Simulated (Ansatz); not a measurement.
# GaSbTe2S: the cost of one run

Program: Ansatz 0.2.0. Level of theory: DFT PBE, scalar-relativistic, plane waves, PAW. These are calculated values, not measurements.

### 1 The system as given

Symmetry: P4mm, No. 99, tetragonal system. Conventional cell: a = 4.499 Å, b = 4.499 Å, c = 7.545 Å, α = 90.00°, β = 90.00°, γ = 90.00°. Around Ga (site symmetry 4mm) lie 4 S at 3.31 Å. Around Sb (site symmetry 4mm) lie 4 Te at 2.33 Å. Around Te (site symmetry 2mm) lie 2 Sb at 2.33 Å. Around S (site symmetry 4mm) lie 4 Ga at 3.31 Å and 1 Sb at 3.62 Å.

Structure file:

```xyz
5
Lattice="4.4992 0.0000 0.0000 0.0000 4.4992 0.0000 0.0000 0.0000 7.5452" Properties=species:S:1:pos:R:3 pbc="T T T"
Ga    2.2496    2.2496    7.4258
Sb    0.0000    0.0000    2.9081
Te    2.2496    0.0000    3.5106
Te    0.0000    2.2496    3.5106
S     0.0000    0.0000    6.5284
```

Recipe of the guess: random cell by space group and Wyckoff sites (P4mm, No. 99). Its size is a rough estimate.

### 2 The guess as it stands, on a coarse mesh

Contents of input.yaml:

```yaml
crystal:
  lattice:
    - [4.49917626, 0.0, 0.0]
    - [0.0, 4.49917626, 0.0]
    - [0.0, 0.0, 7.54519745]
  atoms:
    - { symbol: Ga, position: [0.5, 0.5, 0.98417976] }
    - { symbol: Sb, position: [0.0, 0.0, 0.38542498] }
    - { symbol: Te, position: [0.5, 0.0, 0.46527746] }
    - { symbol: Te, position: [0.0, 0.5, 0.46527746] }
    - { symbol: S, position: [0.0, 0.0, 0.86524159] }
basis:
  ecutwfc: 420
kpoints:
  mp_grid: { grid: [4, 4, 2] }
hamiltonian:
  xc: pbe
scf:
  occupations: { method: gaussian, width: 0.1 }
  lower_state_search: "off"
output:
  forces: true
  stress: true
  eigenvalues: true
```

The run is started by

```
$ ansatz run input.yaml --threads 1 --pin off --max-ram 2560MiB --backend cpu --events-out ev --progress --plain --runs-dir out
```

What time and memory should one allow on 1 thread of Intel Xeon 6975P-C (Granite Rapids), shared host?

About 3.4 s, with a peak of 0.46 GiB.
